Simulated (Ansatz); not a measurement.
# B2W: further runs on the relaxed cell

The task here is to estimate one member of a computed series from the others.

Program: Ansatz 0.2.0. Level of theory: DFT r2SCAN, scalar-relativistic, plane waves, PAW. These are calculated values, not measurements.

2 further runs of the same task are left out: 2 set aside as unsound or not needed.

### The system as given

It takes space group P6/mmm (No. 191, hexagonal). Conventional cell: a = 3.006 Å, b = 3.006 Å, c = 3.351 Å, α = 90.00°, β = 90.00°, γ = 120.00°. B (site symmetry -6m2) has 3 B at 1.74 Å and 6 W at 2.41 Å as nearest neighbours. W (site symmetry 6/mmm) is surrounded by 12 B at 2.41 Å.

Structure file:

```cif
data_structure
_symmetry_space_group_name_H-M 'P6/mmm'
_symmetry_Int_Tables_number 191
_cell_length_a 3.0064
_cell_length_b 3.0064
_cell_length_c 3.3514
_cell_angle_alpha 90.000
_cell_angle_beta 90.000
_cell_angle_gamma 120.000
_cell_volume 26.23
loop_
_atom_site_label
_atom_site_type_symbol
_atom_site_symmetry_multiplicity
_atom_site_Wyckoff_symbol
_atom_site_fract_x
_atom_site_fract_y
_atom_site_fract_z
_atom_site_occupancy
B1 B 2 d 0.33333 0.66667 0.50000 1
W1 W 1 a 0.00000 0.00000 0.00000 1
```

It is the result of an earlier relaxation at this level (volume 8.74 Å³/atom; gap on the mesh: none (metal)).

The first run:

File input.yaml:

```yaml
crystal:
  lattice:
    - [3.0063560747, 0.0, 0.0]
    - [-1.5031780374, 2.6035807335, 0.0]
    - [0.0, 0.0, 3.3513791613]
  atoms:
    - { symbol: B, position: [0.3333333333, 0.6666666667, 0.5] }
    - { symbol: B, position: [0.6666666667, 0.3333333333, 0.5] }
    - { symbol: W, position: [0.0, 0.0, 0.0] }
basis:
  ecutwfc: 500
kpoints:
  mp_grid: { grid: [18, 18, 12] }
  band_path:
    path:
      - [[0.0, 0.0, 0.0], [0.5, 0.0, 0.0], [0.33333333, 0.33333333, 0.0], [0.0, 0.0, 0.0], [0.0, 0.0, 0.5], [0.5, 0.0, 0.5], [0.33333333, 0.33333333, 0.5], [0.0, 0.0, 0.5]]
      - [[0.5, 0.0, 0.5], [0.5, 0.0, 0.0]]
      - [[0.33333333, 0.33333333, 0.5], [0.33333333, 0.33333333, 0.0]]
    npoints: 14
hamiltonian:
  xc: r2scan
scf:
  occupations: { method: gaussian, width: 0.1 }
  n_extra_bands: 7
output:
  forces: true
  stress: true
  eigenvalues: true
  populations: true
  dos: { projected: true, de: 0.02, nscf_kmesh: { grid: [27, 27, 18] } }
  bader: true
  write_density: true
  write_potential: true
  elf: true
  volumetric_format: npy
```

On the command line:

```sh
$ ansatz run input.yaml --threads 1 --pin off --max-ram 2560MiB --backend cpu --events-out ev --progress --plain --runs-dir out
```

Steps of the session up to this table: Electronic structure at the relaxed geometry; Back to the database's cell; Point at V/V0 = 0.97; The cell scaled to 1.03 of its volume; Volume × 0.94; The cell scaled to 1.06 of its volume; The cell scaled to 0.91 of its volume; Point at V/V0 = 1.10; The cell scaled to 0.88 of its volume.

One table of the session follows, with a row left open; its other results are not shown here.

```
volume (Å³/atom)  energy above the lowest point (meV/atom)  pressure (GPa)
           7.695                                     162.3           55.37
           7.957                                      86.2           38.14
           8.219                                      36.2           23.41
           8.482                                       8.5           10.79
           8.744                                       0.0            0.01
           9.006                                         ?               ?
           9.269                                      29.3          -16.93
           9.618                                      76.1          -25.64
```

Estimate the missing values for volume (Å³/atom) = 9.006.

Worked estimate for «energy above the lowest point (meV/atom)». A straight line through the neighbours (8.744, 0.0) and (9.269, 29.3) gives 0.0 + (29.3 − 0.0) × (9.006 − 8.744) / (9.269 − 8.744) = 14.6; a parabola fitted to 4 rows on both sides gives 7.9.

As computed: energy above the lowest point (meV/atom): 7.8; pressure (GPa): -9.15. In «energy above the lowest point (meV/atom)» the line misses by +6.8 and the parabola by +0.1.

Limits of these values: Spin-orbit coupling is left out, which matters for the bands of W.
